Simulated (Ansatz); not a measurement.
# MgAu: one contact scaled

How do energy and force answer when the Mg1–Au2 bond of MgAu is squeezed or stretched? The runs shown use PAW. Its runs: shortest bond scaled by 1 (PAW); shortest bond scaled by 1.1 (PAW); shortest bond scaled by 0.82 (PAW); shortest bond scaled by 0.64 (PAW); shortest bond scaled by 0.58 (PAW and PAW (source ansatz)).

Program: Ansatz 0.2.0. Level of theory: DFT PBEsol, with the methods named in each step. These are calculated values, not measurements.

1 further run of the same task is left out (it didn't finish). Runs told in other sessions of the task aren't counted.

### Step 1. The starting structure

It takes space group Pm-3m (No. 221, cubic). The conventional cell has a = 3.259 Å, b = 3.259 Å, c = 3.259 Å, α = 90.00°, β = 90.00°, γ = 90.00°. Mg (site symmetry m-3m) has 8 Au at 2.82 Å in its first shell of neighbours. Around Au (site symmetry m-3m) lie 8 Mg at 2.82 Å.

As a file:

```
CELL_PARAMETERS angstrom
3.25900 0.00000 0.00000
0.00000 3.25900 0.00000
0.00000 0.00000 3.25900
ATOMIC_POSITIONS crystal
Mg 0.50000 0.50000 0.50000
Au 0.00000 0.00000 0.00000
```

Atoms are numbered in the order of the input: Mg1, Au2.

### Step 2. Shortest bond scaled by 1, PAW

input.yaml

```yaml
crystal:
  lattice:
    - [3.259, 0.0, 0.0]
    - [0.0, 3.259, 0.0]
    - [0.0, 0.0, 3.259]
  atoms:
    - { symbol: Mg, position: [0.5, 0.5, 0.5] }
    - { symbol: Au, position: [0.0, 0.0, 0.0] }
kpoints:
  mp_grid: { grid: [9, 9, 9] }
scf:
  occupations: { method: fermi_dirac, width: 0.05 }
hamiltonian:
  xc: pbesol
  pseudopotentials: { kind: paw }
output:
  forces: true
  stress: true
  eigenvalues: true
  populations: true
  write_density: true
  write_potential: true
  elf: true
  volumetric_format: npy
```

On the command line:

```bash
> ansatz run input.yaml --threads 1 --pin off --max-ram 2048MiB --backend cpu --events-out ev --progress --plain --runs-dir out
```

### Step 3. Shortest bond scaled by 1.1, PAW

input.yaml

```yaml
crystal:
  lattice:
    - [3.259, 0.0, 0.0]
    - [0.0, 3.259, 0.0]
    - [0.0, 0.0, 3.259]
  atoms:
    - { symbol: Mg, position: [0.525, 0.525, 0.525] }
    - { symbol: Au, position: [-0.025, -0.025, -0.025] }
kpoints:
  mp_grid: { grid: [9, 9, 9] }
scf:
  occupations: { method: fermi_dirac, width: 0.05 }
hamiltonian:
  xc: pbesol
  pseudopotentials: { kind: paw }
output:
  forces: true
  stress: true
  eigenvalues: true
  populations: true
```

### Step 4. Shortest bond scaled by 0.82, PAW

input.yaml, as its differences from that of step 3:

```diff
@@ -6,4 +6,4 @@
   atoms:
-    - { symbol: Mg, position: [0.525, 0.525, 0.525] }
-    - { symbol: Au, position: [-0.025, -0.025, -0.025] }
+    - { symbol: Mg, position: [0.455, 0.455, 0.455] }
+    - { symbol: Au, position: [0.045, 0.045, 0.045] }
 kpoints:
```

### Step 5. Shortest bond scaled by 0.64, PAW

input.yaml, as its differences from that of step 4:

```diff
@@ -6,4 +6,4 @@
   atoms:
-    - { symbol: Mg, position: [0.455, 0.455, 0.455] }
-    - { symbol: Au, position: [0.045, 0.045, 0.045] }
+    - { symbol: Mg, position: [0.41, 0.41, 0.41] }
+    - { symbol: Au, position: [0.09, 0.09, 0.09] }
 kpoints:
```

### Step 6. Shortest bond scaled by 0.58, PAW

input.yaml, as its differences from that of step 5:

```diff
@@ -6,4 +6,4 @@
   atoms:
-    - { symbol: Mg, position: [0.41, 0.41, 0.41] }
-    - { symbol: Au, position: [0.09, 0.09, 0.09] }
+    - { symbol: Mg, position: [0.395, 0.395, 0.395] }
+    - { symbol: Au, position: [0.105, 0.105, 0.105] }
 kpoints:
```

### Step 7. Shortest bond scaled by 0.58, PAW (source ansatz)

input.yaml, as its differences from that of step 6:

```diff
@@ -14,3 +14,3 @@
   xc: pbesol
-  pseudopotentials: { kind: paw }
+  pseudopotentials: { kind: paw, source: ansatz }
 output:
@@ -19,2 +19 @@
   eigenvalues: true
-  populations: true
```

(Steps that only read results are left out.)

Before running it: what results should come out?

**Answer**, as computed:

| quantity | value |
| --- | --- |
| force along the bond, positive apart, at 1.637 Å (PAW) | 33.78 eV/Å |
| force along the bond, positive apart, at 1.637 Å (PAW (source ansatz)) | 35.38 eV/Å |
| length at zero force (straight line) | 2.82 Å |

What this shows: At 1.64 Å the force along the bond is 33.78 eV/Å by PAW, and the energy stands 9.26 eV over the given length. A straight line between 2.82 and 3.10 Å puts zero force near 2.82 Å, a rough figure over so wide a step. There symmetry makes it vanish whatever the lattice constant, so this is no computed equilibrium length. With two atoms in the cell whole sublattices move, so the other contacts between the two sublattices change too; at scales over 1 some of them become the shortest. Spin-orbit coupling is left out, though the cell holds Au; in elements this heavy it can shift bands and gaps by tenths of an eV.
